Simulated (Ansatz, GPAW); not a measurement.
# SnSe₂ with GLLB-SC from a Python script

These are simulated results from GPAW 26.7.0, not measurements. The cell was built from a prototype and was relaxed with r2SCAN+rVV10 in plane waves (Ansatz 0.2.0). Not every such cell is a known phase. All runs are without spin polarisation.

It is trigonal, P-3m1 (No. 164); conventional cell a = 3.825 Å, c = 6.227 Å, 26.30 Å³ an atom. Around Sn lie 6 Se at 2.71 Å; around Se lie 3 Sn at 2.71 Å.

GLLB-SC is a model potential. Its fundamental gap is the Kohn-Sham gap plus a derivative discontinuity, which the script evaluates at the band edges among the listed k points. Its total energy isn't variational and serves nothing here.

run.py reads:

```python
import json
from ase import Atoms
from gpaw import GPAW, PW, FermiDirac

atoms = Atoms(['Sn', 'Se', 'Se'],
              cell=[[3.82514933, 0.0, 0.0], [-1.91257466, 3.31267649, 0.0], [0.0, 0.0, 6.22707905]],
              scaled_positions=[[0.0, 0.0, 0.0], [0.333333333, 0.666666667, 0.253078224], [0.666666667, 0.333333333, 0.746921776]],
              pbc=True)
calc = GPAW(mode=PW(400), xc='GLLBSC', kpts={'size': (6, 6, 4), 'gamma': True},
            occupations=FermiDirac(0.02), maxiter=100, legacy_gpaw=True, txt='gpaw.txt')
atoms.calc = calc
res = {'energy': atoms.get_potential_energy(force_consistent=True)}
res['electrons'] = calc.get_number_of_electrons()
res['k'] = calc.get_ibz_k_points().tolist()
res['levels'] = [calc.get_eigenvalues(kpt=i).tolist() for i in range(len(res['k']))]
points = [[0.0, 0.0, 0.0], [0.5, 0.0, 0.0], [0.333333, 0.333333, 0.0], [0.0, 0.0, 0.5], [0.5, 0.0, 0.5], [0.333333, 0.333333, 0.5], [-0.088542, 0.171875, 0.0], [0.0, 0.458333, 0.34375]]
bands = calc.fixed_density(kpts=points, symmetry='off', nbands=round(res['electrons']) // 2 + 6, convergence={'bands': -2}, txt='bands.txt')
res['points'] = [bands.get_eigenvalues(kpt=i).tolist() for i in range(len(points))]
homo, lumo = bands.get_homo_lumo()
potential = calc.hamiltonian.xc.response.calculate_discontinuity_potential(homo, lumo)
res['discontinuity'] = bands.hamiltonian.xc.response.calculate_discontinuity(potential)
json.dump(res, open('results.json', 'w'))
print('free energy (eV):', round(res['energy'], 5))
```

Command: `python run.py`. It took 15 s on 1 thread of Intel(R) Xeon(R) 6975P-C (Granite Rapids) (shared host), peak memory 0.19 GiB.

The log gpaw.txt, trimmed of paths, versions and times, then the last line on the terminal. An iter line gives the energy in eV and the logarithms of the changes of orbitals (plane waves alone) and density (c: converged):

```
___ ___ ___ _ _ _
 |   |   |_  | | | |

 | | | | | . | | | |

 |__ |  _|___|_____|  26.7.0
 |___|_|

Input parameters:
  kpts: {gamma: True,
         size: (6, 6, 4)}
  maxiter: 100
  mode: {ecut: 400.0,
         name: pw}
  occupations: {fixmagmom: False,
                name: fermi-dirac,
                width: 0.02}
  xc: GLLBSC

System changes: positions, numbers, cell, pbc, initial_charges, initial_magmoms

Initialize ...

species:
  Sn:
    name:    Tin
    Z:       50.0
    valence: 14
    core:    36
    charge:  0.0  # [|e|]
    compensation charges:
      type: gauss
      rc: 0.38  # [Å]
      lmax: 2
    cutoffs:
      filter: 2.23  # [Å]
      core: 2.35  # [Å]
    projectors
    | kind |    occ | energy [eV] | rcut [Å] |

    |------|--------|-------------|----------|

    |   5s |  2.000 |     -11.581 |    1.201 |

    |   5p |  2.000 |      -5.035 |    1.270 |

    |   4d | 10.000 |     -27.256 |    1.185 |

    |    s |        |      15.630 |    1.201 |

    |    p |        |      22.176 |    1.270 |

    |    d |        |      -0.045 |    1.185 |

    Using partial waves for Sn as LCAO basis

  Se:
    name:    Selenium
    Z:       34.0
    valence: 6
    core:    28
    charge:  0.0  # [|e|]
    compensation charges:
      type: gauss
      rc: 0.27  # [Å]
      lmax: 2
    cutoffs:
      filter: 1.77  # [Å]
      core: 2.61  # [Å]
    projectors
    | kind |    occ | energy [eV] | rcut [Å] |

    |------|--------|-------------|----------|

    |   4s |  2.000 |     -19.929 |    0.847 |

    |   4p |  4.000 |      -9.440 |    1.005 |

    |    s |        |       7.282 |    0.847 |

    |    p |        |      17.771 |    1.005 |

    |    d |        |       0.000 |    0.847 |

    Using partial waves for Se as LCAO basis

Reference energy: -300051.150246  # eV

Spin-paired calculation

Convergence criteria:
 Maximum [total energy] change in last 3 cyles: 0.0005 eV / valence electron
 Maximum integral of absolute [dens]ity change: 0.0001 electrons / valence electron
 Maximum integral of absolute [eigenst]ate change: 4e-08 eV^2 / valence electron
 Maximum number of scf [iter]ations: 100
 (Square brackets indicate name in SCF output, whereas a 'c' in
 the SCF output indicates the quantity has converged.)

Symmetries present (total): 4

  ( 1  1  0)  ( 1  0  0)  (-1  0  0)  (-1 -1  0)
  ( 0 -1  0)  ( 0  1  0)  ( 0 -1  0)  ( 0  1  0)
  ( 0  0  1)  ( 0  0  1)  ( 0  0 -1)  ( 0  0 -1)

144 k-points: 6 x 6 x 4 Monkhorst-Pack grid + [1/12,1/12,1/8]
47 k-points in the irreducible part of the Brillouin zone
       k-points in crystal coordinates                weights
   0:     0.00000000    0.00000000    0.00000000          1/144
   1:     0.00000000    0.00000000    0.25000000          2/144
   2:     0.00000000    0.00000000    0.50000000          1/144
   3:     0.16666667   -0.33333333    0.00000000          2/144
   4:     0.16666667   -0.33333333    0.25000000          4/144
   5:     0.16666667   -0.33333333    0.50000000          2/144
   6:     0.16666667   -0.16666667   -0.25000000          4/144
   7:     0.16666667   -0.16666667    0.00000000          4/144
   8:     0.16666667   -0.16666667    0.25000000          4/144
   9:     0.16666667   -0.16666667    0.50000000          4/144
          ...
  46:     0.50000000    0.50000000    0.50000000          2/144

Wave functions: Plane wave expansion
  Cutoff energy: 400.000 eV
  Number of coefficients (min, max): 1413, 1454
  Pulay-stress correction: 0.000000 eV/Ang^3 (de/decut=0.000000)
  Using FFTW library
  ScaLapack parameters: grid=1x1, blocksize=None
  Wavefunction extrapolation:
    Improved wavefunction reuse through dual PAW basis

Occupation numbers: Fermi-Dirac:
  width: 0.0200  # eV

Eigensolver
   Davidson(niter=2)

Densities:
  Coarse grid: 18*18*30 grid
  Fine grid: 36*36*60 grid
  Total Charge: 0.000000

Density mixing:
  Method: separate
  Backend: msr1
  Linear mixing parameter: 0.05
  old densities: 10
  Width of damping distribution: 1.1
  Damping of long wavelength oscillations: 20

Hamiltonian:
  XC and Coulomb potentials evaluated on a 36*36*60 grid
  Using the GLLBSC Exchange-Correlation functional
  External potential:
    NoExternalPotential

XC parameters: GLLBSC functional being used consists of
  -----------------------------------------------------------------------
  | Weight | Module     | Description                                   |

  -----------------------------------------------------------------------
  |  1.000 | SCREENING  | GGA_X_PBE_SOL with 2 nearest neighbor stencil |

  |  1.000 | RESPONSE   | eps=0.0500 eV                                 |

  |  1.000 | XC         | GGA_C_PBE_SOL with 2 nearest neighbor stencil |

  -----------------------------------------------------------------------

Memory estimate:
  Process memory now: 117.36 MiB
  Calculator: 37.11 MiB
    Density: 5.31 MiB
      Arrays: 1.93 MiB
      Localized functions: 1.90 MiB
      Mixer: 1.48 MiB
    Hamiltonian: 1.31 MiB
      Arrays: 1.26 MiB
      XC: 0.00 MiB
      Poisson: 0.00 MiB
      vbar: 0.05 MiB
    Wavefunctions: 30.49 MiB
      Arrays psit_nG: 17.73 MiB
      Eigensolver: 0.53 MiB
      Projections: 0.54 MiB
      Projectors: 10.28 MiB
      PW-descriptor: 1.41 MiB

Total number of cores used: 1

Number of atoms: 3
Number of atomic orbitals: 17
Number of bands in calculation: 17
Number of valence electrons: 26
Bands to converge: occupied

... initialized

Initializing position-dependent things.

Density initialized from atomic densities
Creating initial wave functions:
  17 bands from LCAO basis set
Positions:
   0 Sn     0.000000    0.000000    0.000000    ( 0.0000,  0.0000,  0.0000)
   1 Se     0.000000    2.208451    1.575938    ( 0.0000,  0.0000,  0.0000)
   2 Se     1.912575    1.104225    4.651141    ( 0.0000,  0.0000,  0.0000)

Unit cell:
           periodic     x           y           z      points  spacing
  1. axis:    yes    3.825149    0.000000    0.000000    18     0.1840
  2. axis:    yes   -1.912575    3.312676    0.000000    18     0.1840
  3. axis:    yes    0.000000    0.000000    6.227079    30     0.2076

  Lengths:   3.825149   3.825149   6.227079
  Angles:   90.000000  90.000000 120.000000

Effective grid spacing dv^(1/3) = 0.2010

iter:   1   -14.249136
iter:   2   -14.240407   -1.13  -1.13
iter:   3   -13.256105   -1.44  -1.10
iter:   4   -13.087052   -2.03  -1.28
iter:   5   -12.987819   -2.22  -1.28
iter:   6   -12.883852   -3.38  -1.70
iter:   7   -12.864294   -3.80  -1.84
iter:   8   -12.881917   -3.09  -1.90
iter:   9   -12.886311   -4.41  -3.01
iter:  10   -12.882945c  -5.27  -3.34
iter:  11   -12.881779c  -5.46  -3.41
iter:  12   -12.881886c  -6.38  -3.74
iter:  13   -12.880545c  -7.08  -4.03c
iter:  14   -12.880732c  -8.06c -4.80c

Converged after 14 iterations.

Energy contributions relative to reference atoms: (reference = -300051.150246)

Kinetic:        +73.271795
Potential:      -67.859529
External:        +0.000000
XC:             -18.710777
Entropy (-ST):   -0.000000
Local:           +0.417779
SIC:             +0.000000
--------------------------
Free energy:    -12.880732
Extrapolated:   -12.880732

GLLBSC response reference energy: 3.54298 eV (from HOMO)

Showing only first 2 kpts
 Kpt  Band  Eigenvalues  Occupancy
  0    11      3.29718    2.00000
  0    12      3.49151    2.00000
  0    13      4.93991    0.00000
  0    14      7.02135    0.00000

  1    11      3.38512    2.00000
  1    12      3.38512    2.00000
  1    13      5.74872    0.00000
  1    14      7.02164    0.00000

Fermi level: 4.17439

Gap: 1.027 eV
Transition (v -> c):
  (s=0, k=11, n=12, [0.17, 0.00, 0.00]) -> (s=0, k=35, n=13, [0.50, 0.00, 0.50])
Direct/indirect transitions are different
Direct gap: 1.448 eV
Transition at: (s=0, k=34, n=12, [0.50, 0.00, 0.25])

free energy (eV): -12.88073
```

The gap in the log is over the mesh alone; results.json adds the listed points. GLLB-SC gives a gap of 1.34 eV (0.899 eV Kohn-Sham over the listed points plus 0.441 eV discontinuity). On the same cell, plane-wave PBE (Ansatz, 12×12×4 k points and the special points) gives a gap of 0.63 eV and r2SCAN a gap of 0.92 eV; on shared hosts these took about 4.1 and 8.8 core-seconds on the 3-atom cell, against 15 for the script. Spin-orbit coupling, left out in all these runs, can cut or reorder the gap by tenths of an eV, up to about 1 eV with Pb or Bi.

Spin-orbit coupling is left out, which matters wherever the heavy atoms make up the band edges.
